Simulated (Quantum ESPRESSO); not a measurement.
# BiTe (Fm-3m) in Quantum ESPRESSO: reference runs

How does BiTe come out in PBE? The cell is run as given and disturbed.

Everything below comes from runs of Quantum ESPRESSO 7.5. Logs are shortened: lines on timing, memory, paths and dates and some standing lists are left out, and cuts for length are marked.

## (1) The structure

It takes space group Fm-3m (No. 225, cubic). Conventional cell: a = 6.470 Å, b = 6.470 Å, c = 6.470 Å, α = 90.00°, β = 90.00°, γ = 90.00°. Bi (site symmetry m-3m) is surrounded by 6 Te at 3.23 Å. Te (site symmetry m-3m) has 6 Bi at 3.23 Å as nearest neighbours.

## (2) Single point, PBE

The input, pw.in:

```
&CONTROL
  calculation = 'scf'
  prefix = 'pwscf'
  outdir = './tmp'
  pseudo_dir = './pseudo'
  tprnfor = .true.
  tstress = .true.
  disk_io = 'low'
/
&SYSTEM
  ibrav = 0
  nat = 2
  ntyp = 2
  ecutwfc = 55
  ecutrho = 440
  nbnd = 17
  occupations = 'smearing'
  smearing = 'fd'
  degauss = 0.00367493
/
&ELECTRONS
  conv_thr = 4d-10
  electron_maxstep = 120
  mixing_beta = 0.5
/
ATOMIC_SPECIES
Bi   208.9804 Bi_pbe_v1.uspp.F.UPF
Te   127.6000 Te_pbe_v1.uspp.F.UPF
CELL_PARAMETERS angstrom
   0.0000000000    3.2350000000    3.2350000000
   3.2350000000    0.0000000000    3.2350000000
   3.2350000000    3.2350000000    0.0000000000
ATOMIC_POSITIONS crystal
Bi     0.0000000000    0.0000000000    0.0000000000
Te     0.5000000000    0.5000000000    0.5000000000
K_POINTS automatic
7 7 7 0 0 0
```

The input, pp_density.in:

```
&INPUTPP
  prefix = 'pwscf'
  outdir = './tmp'
  filplot = 'density.dat'
  plot_num = 0
/
&PLOT
  nfile = 1
  filepp(1) = 'density.dat'
  iflag = 3
  output_format = 6
  fileout = 'density.cube'
/
```

The input, pp_potential.in:

```
&INPUTPP
  prefix = 'pwscf'
  outdir = './tmp'
  filplot = 'potential.dat'
  plot_num = 11
/
&PLOT
  nfile = 1
  filepp(1) = 'potential.dat'
  iflag = 3
  output_format = 6
  fileout = 'potential.cube'
/
```

Potentials or basis: SSSP 1.3 efficiency PBE.

The run is started by

```bash
$ OMP_NUM_THREADS=1 pw.x -in pw.in > pw.out
$ OMP_NUM_THREADS=1 pp.x -in pp_density.in > pp_density.out
$ OMP_NUM_THREADS=1 pp.x -in pp_potential.in > pp_potential.out
```

pw.out:

```text
This program is part of the open-source Quantum ESPRESSO suite
     for quantum simulation of materials; please cite
[... 6 lines left out ...]
     using ibrav=0 with symmetry is DISCOURAGED, use correct ibrav instead

     Subspace diagonalization in iterative solution of the eigenvalue problem:
     a serial algorithm will be used

     G-vector sticks info
     --------------------
     sticks:   dense  smooth     PW     G-vecs:    dense   smooth      PW
     Sum        2257    1135    337                70985    25125    4015

     Using Slab Decomposition

     bravais-lattice index     =            0
     lattice parameter (alat)  =       8.6455  a.u.
     unit-cell volume          =     456.9298 (a.u.)^3
     number of atoms/cell      =            2
     number of atomic types    =            2
     number of electrons       =        21.00
     number of Kohn-Sham states=           17
     kinetic-energy cutoff     =      55.0000  Ry
     charge density cutoff     =     440.0000  Ry
     scf convergence threshold =      4.0E-10
     mixing beta               =       0.5000
     number of iterations used =            8  plain     mixing
     Exchange-correlation= SLA  PW   PBE  PBE
                           (   1   4   3   4   0   0   0)

     celldm(1)=   8.645461  celldm(2)=   0.000000  celldm(3)=   0.000000
     celldm(4)=   0.000000  celldm(5)=   0.000000  celldm(6)=   0.000000

     crystal axes: (cart. coord. in units of alat)
               a(1) = (   0.000000   0.707107   0.707107 )
               a(2) = (   0.707107   0.000000   0.707107 )
               a(3) = (   0.707107   0.707107   0.000000 )

     reciprocal axes: (cart. coord. in units 2 pi/alat)
               b(1) = ( -0.707107  0.707107  0.707107 )
               b(2) = (  0.707107 -0.707107  0.707107 )
               b(3) = (  0.707107  0.707107 -0.707107 )

     PseudoPot. # 1 for Bi read from file:
     Bi_pbe_v1.uspp.F.UPF
     Pseudo is Ultrasoft + core correction, Zval = 15.0
     Generated by new atomic code, or converted to UPF format
     Using radial grid of  899 points,  6 beta functions with:
                l(1) =   0
                l(2) =   0
                l(3) =   1
                l(4) =   1
                l(5) =   2
                l(6) =   2
     Q(r) pseudized with  6 coefficients,  rinner =    1.000   1.000   1.000
                                                       1.000   1.000

     PseudoPot. # 2 for Te read from file:
     Te_pbe_v1.uspp.F.UPF
     Pseudo is Ultrasoft + core correction, Zval =  6.0
     Generated by new atomic code, or converted to UPF format
     Using radial grid of  891 points,  5 beta functions with:
                l(1) =   0
                l(2) =   0
                l(3) =   1
                l(4) =   1
                l(5) =   2
     Q(r) pseudized with  6 coefficients,  rinner =    1.800   1.800   1.800
                                                       1.800   1.800

     atomic species   valence    mass     pseudopotential
     Bi               15.00   208.98040     Bi( 1.00)
     Te                6.00   127.60000     Te( 1.00)

     48 Sym. Ops., with inversion, found

   Cartesian axes

     site n.     atom                  positions (alat units)
         1        Bi     tau(   1) = (   0.0000000   0.0000000   0.0000000  )
         2        Te     tau(   2) = (   0.7071068   0.7071068   0.7071068  )

     number of k points=    20  Fermi-Dirac smearing, width (Ry)=  0.0037
                       cart. coord. in units 2pi/alat
        k(    1) = (   0.0000000   0.0000000   0.0000000), wk =   0.0058309
        k(    2) = (   0.1010153   0.1010153  -0.1010153), wk =   0.0466472
        k(    3) = (   0.2020305   0.2020305  -0.2020305), wk =   0.0466472
        k(    4) = (   0.3030458   0.3030458  -0.3030458), wk =   0.0466472
        k(    5) = (   0.2020305   0.0000000   0.0000000), wk =   0.0349854
        k(    6) = (   0.3030458   0.1010153  -0.1010153), wk =   0.1399417
[... 12 lines left out ...]
        k(   19) = (  -0.1010153  -0.5050763   0.7071068), wk =   0.1399417
        k(   20) = (   0.0000000  -0.4040610   0.6060915), wk =   0.1399417

     Dense  grid:    70985 G-vectors     FFT dimensions: (  60,  60,  60)

     Smooth grid:    25125 G-vectors     FFT dimensions: (  45,  45,  45)

     Initial potential from superposition of free atoms

     starting charge      19.9997, renormalised to      21.0000

     negative rho (up, down):  4.389E-02 0.000E+00
     Starting wfcs are   13 randomized atomic wfcs +    4 random wfcs

     Self-consistent Calculation

     iteration #  1     ecut=    55.00 Ry     beta= 0.50
     Davidson diagonalization with overlap
     ethr =  1.00E-02,  avg # of iterations =  7.7

     negative rho (up, down):  4.098E-02 0.000E+00

     total energy              =    -211.66659442 Ry
     estimated scf accuracy    <       0.47011433 Ry

     iteration #  2     ecut=    55.00 Ry     beta= 0.50
     Davidson diagonalization with overlap
     ethr =  2.24E-03,  avg # of iterations =  2.1

     negative rho (up, down):  4.204E-02 0.000E+00

     total energy              =    -211.77548670 Ry
     estimated scf accuracy    <       0.04376313 Ry

     iteration #  3     ecut=    55.00 Ry     beta= 0.50
     Davidson diagonalization with overlap
     ethr =  2.08E-04,  avg # of iterations =  3.3

     negative rho (up, down):  4.241E-02 0.000E+00

     total energy              =    -211.78345486 Ry
     estimated scf accuracy    <       0.00199081 Ry

     iteration #  4     ecut=    55.00 Ry     beta= 0.50
     Davidson diagonalization with overlap
     ethr =  9.48E-06,  avg # of iterations =  5.8

     negative rho (up, down):  4.269E-02 0.000E+00

     total energy              =    -211.78376580 Ry
     estimated scf accuracy    <       0.00017226 Ry

     iteration #  5     ecut=    55.00 Ry     beta= 0.50
     Davidson diagonalization with overlap
     ethr =  8.20E-07,  avg # of iterations =  2.6

     negative rho (up, down):  4.270E-02 0.000E+00

     total energy              =    -211.78379647 Ry
     estimated scf accuracy    <       0.00000386 Ry

     iteration #  6     ecut=    55.00 Ry     beta= 0.50
     Davidson diagonalization with overlap
     ethr =  1.84E-08,  avg # of iterations =  4.4

     negative rho (up, down):  4.267E-02 0.000E+00

     total energy              =    -211.78379936 Ry
     estimated scf accuracy    <       0.00000037 Ry

     iteration #  7     ecut=    55.00 Ry     beta= 0.50
     Davidson diagonalization with overlap
     ethr =  1.76E-09,  avg # of iterations =  2.4

     negative rho (up, down):  4.267E-02 0.000E+00

     total energy              =    -211.78379948 Ry
     estimated scf accuracy    <          8.8E-09 Ry

     iteration #  8     ecut=    55.00 Ry     beta= 0.50
     Davidson diagonalization with overlap
     ethr =  4.18E-11,  avg # of iterations =  3.4

     negative rho (up, down):  4.267E-02 0.000E+00

     total energy              =    -211.78379949 Ry
     estimated scf accuracy    <          1.5E-09 Ry

     iteration #  9     ecut=    55.00 Ry     beta= 0.50
     Davidson diagonalization with overlap
     ethr =  7.05E-12,  avg # of iterations =  2.0

     negative rho (up, down):  4.267E-02 0.000E+00

     End of self-consistent calculation

          k = 0.0000 0.0000 0.0000 (  3143 PWs)   bands (ev):

   -14.6676 -14.6676 -14.6658 -14.6658 -14.6658  -5.0274   0.3600   5.9661
     5.9661   5.9661  10.7127  10.7127  10.7127  13.1317  13.1317  13.1317
    14.6151

          k = 0.1010 0.1010-0.1010 (  3140 PWs)   bands (ev):

   -14.6683 -14.6683 -14.6655 -14.6646 -14.6646  -4.8454  -0.0792   6.0234
     6.0234   6.1343   9.9186  10.0210  10.0210  13.0450  13.5115  13.5115
    15.7572

          k = 0.2020 0.2020-0.2020 (  3137 PWs)   bands (ev):

   -14.6701 -14.6701 -14.6646 -14.6615 -14.6615  -4.3099  -1.1175   6.2151
     6.2151   6.4650   8.7110   8.8624   8.8624  13.6228  14.5787  14.5787
    17.7225

          k = 0.3030 0.3030-0.3030 (  3154 PWs)   bands (ev):

   -14.6717 -14.6717 -14.6640 -14.6589 -14.6589  -3.4651  -2.3133   6.5124
     6.5124   6.8146   7.8306   7.9881   7.9881  15.1161  16.1749  16.1749
    17.1737

          k = 0.2020 0.0000 0.0000 (  3163 PWs)   bands (ev):

   -14.6697 -14.6668 -14.6665 -14.6639 -14.6639  -4.7877  -0.1451   5.6193
     5.6193   6.8895   8.5712  10.8699  10.8699  12.2624  14.1020  14.1020
    15.0292

          k = 0.3030 0.1010-0.1010 (  3159 PWs)   bands (ev):

   -14.6719 -14.6674 -14.6662 -14.6619 -14.6610  -4.3809  -0.8431   5.4554
     5.4974   6.5004   8.4823  10.3258  10.3861  12.2506  15.0237  15.2279
    16.3387

          k = 0.4041 0.2020-0.2020 (  3141 PWs)   bands (ev):

   -14.6732 -14.6692 -14.6644 -14.6602 -14.6584  -3.6612  -1.8893   5.5157
     5.6077   5.7390   9.1182   9.3934   9.4163  13.2427  16.4047  16.7597
    17.1763

          k =-0.2020-0.4041 0.4041 (  3151 PWs)   bands (ev):

   -14.6729 -14.6706 -14.6632 -14.6594 -14.6586  -3.0583  -2.6084   4.9547
     6.0831   6.1991   8.5081   8.5141   9.9651  14.9125  15.3877  16.0883
    17.9657

          k =-0.1010-0.3030 0.3030 (  3123 PWs)   bands (ev):

   -14.6709 -14.6706 -14.6638 -14.6611 -14.6598  -3.9190  -1.5874   4.8462
     6.6575   6.8533   8.0103   8.0400  10.7204  13.6703  14.5357  16.6936
    16.8280

          k =-0.0000-0.2020 0.2020 (  3146 PWs)   bands (ev):

   -14.6695 -14.6688 -14.6651 -14.6638 -14.6619  -4.5485  -0.6364   5.2473
     6.5193   6.7392   8.6117   8.7233  10.9941  12.9900  13.6458  14.9933
    15.4279

          k = 0.4041 0.0000 0.0000 (  3138 PWs)   bands (ev):

   -14.6752 -14.6680 -14.6648 -14.6595 -14.6595  -4.1342  -0.9410   4.9774
     4.9774   5.0885  10.0106  11.2830  11.4146  11.4146  15.8126  16.0383
    16.4161

          k = 0.5051 0.1010-0.1010 (  3152 PWs)   bands (ev):

   -14.6772 -14.6674 -14.6653 -14.6581 -14.6574  -3.6181  -1.5048   4.0559
     4.8805   4.9132  10.9119  11.0504  11.3047  11.6108  16.9228  17.3679
    17.6779

          k =-0.1010-0.5051 0.5051 (  3160 PWs)   bands (ev):

   -14.6764 -14.6671 -14.6645 -14.6589 -14.6573  -2.9597  -2.3260   3.6110
     5.1913   5.2621  10.0216  10.0498  12.0663  12.8069  15.7984  16.5893
    18.4000

          k = 0.0000-0.4041 0.4041 (  3148 PWs)   bands (ev):

   -14.6736 -14.6692 -14.6614 -14.6611 -14.6593  -3.2561  -2.1810   3.8720
     5.8828   5.9694   8.8816   8.9926  12.0222  14.4316  14.8177  15.1965
    17.0029

          k = 0.6061 0.0000 0.0000 (  3158 PWs)   bands (ev):

   -14.6804 -14.6691 -14.6633 -14.6560 -14.6560  -3.4074  -1.4074   3.1365
     4.5515   4.5515  10.7676  12.0222  12.0222  12.8492  16.9809  17.1565
    19.0350

          k = 0.0000-0.6061 0.6061 (  3166 PWs)   bands (ev):

   -14.6799 -14.6680 -14.6641 -14.6563 -14.6559  -3.1569  -1.7386   2.9652
     4.6569   4.6848  11.0561  11.4427  11.6718  13.2411  17.1093  17.7873
    18.1226

          k = 0.4041 0.2020 0.0000 (  3141 PWs)   bands (ev):

   -14.6738 -14.6675 -14.6658 -14.6597 -14.6594  -3.8968  -1.4191   4.5761
     5.3165   6.0519   9.1777   9.6216  11.4392  12.4251  15.7374  16.0962
    17.1563

          k =-0.2020-0.4041 0.6061 (  3150 PWs)   bands (ev):

   -14.6747 -14.6685 -14.6634 -14.6603 -14.6576  -3.1690  -2.2295   4.2357
     4.5118   6.6831   8.2260  10.6168  11.3790  13.3609  15.1443  16.9117
    17.7368

          k =-0.1010-0.5051 0.7071 (  3137 PWs)   bands (ev):

   -14.6781 -14.6666 -14.6654 -14.6582 -14.6560  -3.1754  -1.8774   3.3744
     4.1386   5.6377   9.8622  11.5430  12.4425  12.4555  15.8944  17.3926
    18.6510

          k = 0.0000-0.4041 0.6061 (  3152 PWs)   bands (ev):

   -14.6765 -14.6670 -14.6635 -14.6609 -14.6560  -2.7707  -2.3992   3.4213
     4.0045   6.5296   8.6015  11.7249  12.5758  13.1919  14.3557  17.9311
    18.0373

     the Fermi energy is     8.5235 ev

!    total energy              =    -211.78379949 Ry
     estimated scf accuracy    <          8.6E-12 Ry
     smearing contrib. (-TS)   =      -0.00150740 Ry
     internal energy E=F+TS    =    -211.78229209 Ry

     The total energy is F=E-TS. E is the sum of the following terms:
     one-electron contribution =     -60.48440078 Ry
     hartree contribution      =      41.64999590 Ry
     xc contribution           =     -79.03158017 Ry
     ewald contribution        =    -113.91630703 Ry

     convergence has been achieved in   9 iterations

     negative rho (up, down):  4.267E-02 0.000E+00

     Forces acting on atoms (cartesian axes, Ry/au):

     atom    1 type  1   force =    -0.00000000    0.00000000    0.00000000
     atom    2 type  2   force =     0.00000000    0.00000000    0.00000000

     Total force =     0.000000     Total SCF correction =     0.000000

     Computing stress (Cartesian axis) and pressure

     negative rho (up, down):  4.267E-02 0.000E+00
          total   stress  (Ry/bohr**3)                   (kbar)     P=        6.66
   0.00004527   0.00000000   0.00000000            6.66        0.00        0.00
   0.00000000   0.00004527   0.00000000            0.00        6.66        0.00
   0.00000000   0.00000000   0.00004527            0.00        0.00        6.66

=------------------------------------------------------------------------------=
   JOB DONE.
=------------------------------------------------------------------------------=
```

Wall time 29 s (1 thread of Intel Xeon 6975P-C (Granite Rapids), shared host); peak memory 0.32 GiB.

Results:

| Quantity | Value |
| --- | --- |
| Free energy | -2881.4654 eV |
| Pressure | 0.7 GPa |
| Band gap on the k mesh | none (metal or under the smearing width) |

Levels at points of the mesh, in eV from the Fermi level:
```csv
k point,band 8,band 9,band 10,band 11,band 12,band 13
"(0.00, 0.00, 0.00)",-2.56,-2.56,-2.56,2.19,2.19,2.19
```

Caveat: spin-orbit coupling is left out, which moves the levels of the heavy elements.

[end of part 1 of 2]
